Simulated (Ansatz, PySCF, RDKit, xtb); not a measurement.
# Solving [Si2HOF2]+, step by step

Given the formula [Si2HOF2]+ (charge +1) and nothing else, which arrangement of the atoms is the most stable in the gas at 298.15 K, and what are its properties?

Plan: many cheap relaxations first (GFN2-xTB), then density-functional screening, relaxation at B3LYP-D3(BJ)/6-311G**, vibrations and a final energy. The numbers are computed, not measured.

9 further runs of the same task are left out: 9 set aside as unsound or not needed.

### Step 1. Drawing up candidates

A program enumerates the bonding patterns with one Lewis structure each (two rings at most, one unusual centre or charged pair), with their diastereomers. O–O, O–halogen and N–halogen bonds and N–N–N chains are not drawn. That gives 17 candidates.

c028 F[Si+](F)O[SiH]; c174 F[SiH](F)[O+]=[Si]; c219 O/[Si](F)=[Si+]\F; c242 O[Si+]=[Si](F)F; c250 O=[Si+][SiH](F)F; c314 F[Si]1(F)[OH+][Si]1; c363 F[Si]O[SiH+]F (triplet); c374 F[Si+]1O[Si@@H]1F; c476 O/[Si](F)=[Si+]/F; c547 F[SiH](F)[O+]=[Si] (triplet); c598 F[Si]1(F)O[SiH+]1; c633 O=[Si](F)[SiH+]F; c661 F[Si]1=[Si](F)[OH+]1; c737 F[Si]O[SiH+]F; c804 F[Si+](F)O[SiH] (triplet); c900 O=[SiH][Si+](F)F; c929 F[Si]1(F)[OH+][Si]1 (triplet).

Candidates are built by distance geometry, with a force field where one applies, in up to four conformers (letters a to d). 10 starts with atoms placed at random are added, to find patterns that the rules miss.

**Question.** With final energies at CCSD(T)/def2-SVP + MP2/def2-TZVPP - MP2/def2-SVP, which structure will this search put lowest in free energy, and by what margin?

| quantity | value |
| --- | --- |
| lowest structure found | F[SiH](F)[O+]=[Si], singlet, Cs |
| next finalist | [F][Si][O][SiH][F] ‡, singlet, 27.8 kcal/mol higher in G |
| share at equilibrium, among the finalists | 100.0 % |
| harmonic wavenumbers, lowest and highest (B3LYP-D3(BJ)/6-311G**) | 95 and 2416 cm⁻¹ |
| rotational constants, same geometry | 0.2138, 0.06194, 0.05225 cm⁻¹ |
| HOMO energy (PBE0/def2-TZVPD) | -15.73 eV |
| LUMO energy (PBE0/def2-TZVPD) | -8.59 eV |
| HOMO–LUMO gap (PBE0/def2-TZVPD) | 7.14 eV |
| lowest excitation (TD-CAM-B3LYP/def2-SVPD) | 6.78 eV (f = 0.097) |
| strongest of the states computed, same level | 6.81 eV (f = 0.102) |
| lowest triplet excitation, same level, Tamm-Dancoff | 4.47 eV |
| vertical ionisation energy | 17.96 eV |
| vertical recombination energy (electron added) | 6.41 eV |
| vertical triplet less singlet | +4.36 eV |

The lowest structure found is `F[SiH](F)[O+]=[Si]`. Among the finalists first place is clear (27.8 kcal/mol); structures outside the list aren't covered. GFN2-xTB, HF/STO-3G, r2SCAN-D4/def2-SVP, B3LYP-D3(BJ)/6-311G**, HF/def2-SVP and MP2/def2-SVP already put its bonding pattern lowest among the structures in one piece. Lowest found is not proven lowest: the search is finite, and each finalist counts with one conformer. Patterns outside the rules of the enumeration were met only by chance.

‡ marks the bonded skeleton alone, with all bonds drawn single: no Lewis structure was assigned that passes a check against the bond lengths.
